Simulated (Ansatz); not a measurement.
# F2H2OSi: the cost of one run

Computed with Ansatz 0.2.0, Gaussian basis. Level: PBE0-D4/def2-TZVP structures, single points in def2-TZVPP, no counterpoise correction.

Levels: SPW92, PBE-D4, BLYP-D4, r2SCAN-D4, B97M-V, PBE0-D4, B3LYP-D4, r2SCAN0-D4, BHLYP-D4, CAM-B3LYP-D4, wB97X-V, wB97M-V, B2PLYP, PBE-QIDH, RPA on PBE, Hartree-Fock, MP2, CCSD, CCSD(T).

Cores are frozen in the correlated methods. B3LYP uses VWN-RPA correlation. B2PLYP carries no dispersion term here.

94 further runs of the same task are left out: 94 set aside as unsound or not needed.

## Step 1: The system as given

The complex: 9 atoms, charge 0, spin multiplicity 1.

Atoms are counted from 1 here; the program's logs count them from 0.

Bond lengths: Si1–O2 1.622 Å, Si1–F3 1.582 Å, Si1–F4 1.586 Å, Si1–H5 1.461 Å, O2–H8 0.959 Å, H6–S7 1.343 Å, S7–H9 1.341 Å. Angles: O2–Si1–F3 111.1°, O2–Si1–F4 109.7°, O2–Si1–H5 109.4°, F3–Si1–F4 105.6°, F3–Si1–H5 110.6°, F4–Si1–H5 110.4°, Si1–O2–H8 119.5°, H6–S7–H9 92.3°.

Coordinates:

```mol
F2H4OSSi
  3D, bonds by distance, orders not assigned

  9  7  0  0  0  0  0  0  0  0999 V2000
   -0.6255    0.4767    1.0118 Si  0  0
    0.5150   -0.6751    0.9595 O   0  0
   -1.9933   -0.0508    0.4181 F   0  0
   -0.9341    0.8560    2.5202 F   0  0
   -0.1642    1.6513    0.2765 H   0  0
    0.8452   -0.9382   -1.4784 H   0  0
    0.3913   -0.3273   -2.5846 S   0  0
    0.4669   -1.4147    1.5678 H   0  0
    1.4988    0.4221   -2.6908 H   0  0
  1  2  8  0
  1  3  8  0
  1  4  8  0
  1  5  8  0
  2  8  8  0
  6  7  8  0
  7  9  8  0
M  END
```

Its parts: F2H2OSi holds atoms 1, 2, 3, 4, 5, 8; H2S holds atoms 6, 7, 9. Each part counts its atoms afresh in its own runs.

## Step 2: Relaxing F2H2OSi alone

File relax-a/in.yaml:

```yaml
crystal:
  periodic: [false, false, false]
  atoms:
    - {symbol: Si, position_ang: [-0.625485, 0.476688, 1.011796]}
    - {symbol: O, position_ang: [0.514953, -0.675055, 0.959460]}
    - {symbol: F, position_ang: [-1.993286, -0.050764, 0.418096]}
    - {symbol: F, position_ang: [-0.934137, 0.856014, 2.520208]}
    - {symbol: H, position_ang: [-0.164195, 1.651265, 0.276468]}
    - {symbol: H, position_ang: [0.466877, -1.414667, 1.567800]}
basis:
  gaussian: {orbitals: def2-TZVP}
hamiltonian: {xc: pbe0, dispersion: d4}
relax: {f_tol: 0.005, max_steps: 200}
```

Run with:

```sh
ansatz run in.yaml --threads 4 --pin off --events-out ev --progress --plain --max-ram 9574MiB
```

**Question.** How long does this run take on 4 threads of Arm Neoverse V1, shared host?

About 14 s.
